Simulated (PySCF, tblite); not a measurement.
**C2H10BNO2Si: geometry, infrared bands and NMR shifts**

Aim: predict the infrared bands and NMR shifts of C2H10BNO2Si (`CN(C)[SiH2]B(O)O`).

Programs: tblite 0.8.0 and PySCF 2.14.0, with density-fitted response routines of our own. Each step states its level of theory. These are calculated values for one molecule in the gas phase, unless marked as measured. Atoms are numbered from 0 throughout.

### 1 The molecule as given

17 atoms, charge 0, multiplicity 1; geometry from: force field or distance geometry start.

Bonds of the start (Å): C0–N1 1.45, N1–C2 1.45, N1–Si3 1.80, Si3–B4 1.95, B4–O5 1.47, B4–O6 1.46, C0–H7 1.12, C0–H8 1.11, C0–H9 1.11, C2–H10 1.12, C2–H11 1.10, C2–H12 1.13, Si3–H13 1.48, Si3–H14 1.48, O5–H15 1.00, O6–H16 0.97.

### 2 Geometry optimisation with GFN2-xTB

Job settings and geometry (Å):

```
{"job": {"kind": "relax", "xc": "GFN2-xTB", "basis": "xTB"}, "charge": 0, "multiplicity": 1}
C     -1.820300     1.223700    -0.051900
N     -0.937000     0.166200    -0.504100
C     -1.679500    -1.077800    -0.388900
Si     0.483100     0.187400     0.593800
B      2.122200    -0.258600    -0.354500
O      2.797000     0.878500    -1.005500
O      3.009500    -1.201500     0.321000
H     -1.681900     1.332800     1.058600
H     -1.527800     2.152500    -0.587700
H     -2.888700     0.951500    -0.194700
H     -2.186000    -1.337200    -1.358900
H     -1.073700    -1.934700    -0.059900
H     -2.525400    -0.956100     0.348600
H      0.232500    -0.763900     1.698600
H      0.665200     1.513300     1.236800
H      3.647400     1.040000    -0.503300
H      3.356500    -1.904100    -0.257800
```

Started as:

```bash
> OMP_NUM_THREADS=1 python probes_run.py task.json out
```

The driver reads the jobs from task.json and runs them one after another.

**Question.** This job is followed by: GFN2-xTB harmonic vibrations, gas phase; GIAO PBE0/pcSseg-1 NMR shielding, non-relativistic, gas phase. What will the session give for the following? strongest single infrared mode (GFN2-xTB); zero-point energy (GFN2-xTB); 13C shifts against TMS (PBE0/pcSseg-1, means over atoms taken as alike); 1H shifts against TMS (PBE0/pcSseg-1, means over atoms taken as alike); 15N shifts against NH3 (PBE0/pcSseg-1); 29Si shifts against TMS (PBE0/pcSseg-1); 11B shifts against BF3·OEt2 (PBE0/pcSseg-1); 17O shifts against H2O (PBE0/pcSseg-1, means over atoms taken as alike); surface potential, 1st and 99th percentile.

**Answer**, as computed:

| quantity | value |
| --- | --- |
| strongest single infrared mode (GFN2-xTB) | 2000 cm⁻¹, 460 km/mol |
| zero-point energy (GFN2-xTB) | 81.0 kcal/mol |
| 13C shifts against TMS (PBE0/pcSseg-1, means over atoms taken as alike) | 42.4 ppm |
| 1H shifts against TMS (PBE0/pcSseg-1, means over atoms taken as alike) | 4.82, 3.96, 2.68 ppm |
| 15N shifts against NH3 (PBE0/pcSseg-1) | 5.8 ppm |
| 29Si shifts against TMS (PBE0/pcSseg-1) | -54.6 ppm |
| 11B shifts against BF3·OEt2 (PBE0/pcSseg-1) | 28.7 ppm |
| 17O shifts against H2O (PBE0/pcSseg-1, means over atoms taken as alike) | 146.9 ppm |
| surface potential, 1st and 99th percentile | -1.20 V and 2.94 V |

What this shows: Relaxing lowered the energy by 1.991 eV in 216 steps; the close pair that moved most is B4–O5, from 1.474 to 1.355 Å. No mode is imaginary among the 45: a minimum at this level. The strongest single mode, at 2000 cm⁻¹, moves mainly H13. GFN2-xTB is a fitted tight-binding method: band positions and strengths are rough. Its intensities can rank the bands wrongly. At PBE0/pcSseg-1: Shielding is most anisotropic at Si3 (span 173 ppm, paramagnetic term -478 ppm).
